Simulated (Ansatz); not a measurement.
# H2CF4: the cost of one run

Method: DFT PBE+D3(BJ), plane waves, PAW, scalar-relativistic, no spin polarisation, in Ansatz 0.2.0.

**1. The starting structure**

The cell holds 21 atoms (C3H6F12): a = 6.887 Å, b = 6.887 Å, c = 6.887 Å, α = 90.00°, β = 90.00°, γ = 90.00°.

Structure file:

```xyz
21
Lattice="6.8873 0.0000 0.0000 0.0000 6.8873 0.0000 0.0000 0.0000 6.8873" Properties=species:S:1:pos:R:3 pbc="T T T"
H     2.2020    2.5329    3.4663
H     2.0148    2.8813    4.0884
H     6.0453    1.9773    0.5399
H     6.4516    2.2831    0.0062
H     6.2123    3.2458    5.4928
H     5.9130    3.7708    5.0707
C     0.4890    6.7226    2.4994
F     1.5859    7.3446    2.9199
F    -0.5764    7.4682    2.7750
F     0.5657    6.5276    1.1868
F     0.3806    5.5500    3.1160
C     3.9179    5.9017    0.2156
F     4.2321    6.5049    1.3577
F     2.9627    5.0042    0.4368
F     3.4837    6.8048   -0.6577
F     4.9931    5.2928   -0.2743
C     2.7729    2.4798    0.6744
F     4.0294    2.6952    1.0509
F     1.9531    3.1987    1.4346
F     2.6242    2.8359   -0.5976
F     2.4850    1.1892    0.8098
```

**2. Preparing the start**

File input.yaml:

```yaml
accuracy: low
crystal:
  lattice:
    - [6.887311, 0.0, 0.0]
    - [0.0, 6.887311, 0.0]
    - [0.0, 0.0, 6.887311]
  atoms:
    - { symbol: H, position: [0.3197147, 0.3677665, 0.5032894] }
    - { symbol: H, position: [0.292544, 0.4183473, 0.5936182] }
    - { symbol: H, position: [0.8777423, 0.2870883, 0.0783849] }
    - { symbol: H, position: [0.9367358, 0.3315001, 0.0009039] }
    - { symbol: H, position: [0.9019983, 0.4712792, 0.7975297] }
    - { symbol: H, position: [0.8585363, 0.5475036, 0.7362367] }
    - { symbol: C, position: [0.0709939, 0.9760835, 0.3629049] }
    - { symbol: F, position: [0.2302603, 1.0663918, 0.4239534] }
    - { symbol: F, position: [-0.0836888, 1.0843443, 0.4029192] }
    - { symbol: F, position: [0.0821437, 0.9477693, 0.1723209] }
    - { symbol: F, position: [0.0552605, 0.8058288, 0.4524261] }
    - { symbol: C, position: [0.5688566, 0.8568922, 0.0313071] }
    - { symbol: F, position: [0.6144758, 0.9444821, 0.1971238] }
    - { symbol: F, position: [0.4301639, 0.7265799, 0.0634209] }
    - { symbol: F, position: [0.5058118, 0.9880224, -0.0954939] }
    - { symbol: F, position: [0.724975, 0.7684844, -0.0398223] }
    - { symbol: C, position: [0.402615, 0.3600472, 0.097923] }
    - { symbol: F, position: [0.5850477, 0.3913315, 0.1525845] }
    - { symbol: F, position: [0.2835844, 0.4644409, 0.2082948] }
    - { symbol: F, position: [0.3810256, 0.4117561, -0.0867615] }
    - { symbol: F, position: [0.3608024, 0.1726604, 0.117574] }
basis:
  ecutwfc: 420.0
kpoints:
  mp_grid: { grid: [1, 1, 1] }
hamiltonian:
  xc: pbe
  dispersion: d3bj
scf:
  occupations: { method: fermi_dirac, width: 0.05 }
  lower_state_search: "off"
relax:
  f_tol: 0.3
  max_steps: 15
  adjacent_minimum: "off"
```

Run with:

```sh
$ ansatz run input.yaml --threads 1 --pin off --max-ram 3072MiB --backend cpu --events-out ev --progress --plain --runs-dir out
```

**Question.** How long does this run take on 1 thread of Arm Neoverse V2, shared host, and how much memory does it need?

About 20 s, with a peak of 0.37 GiB.
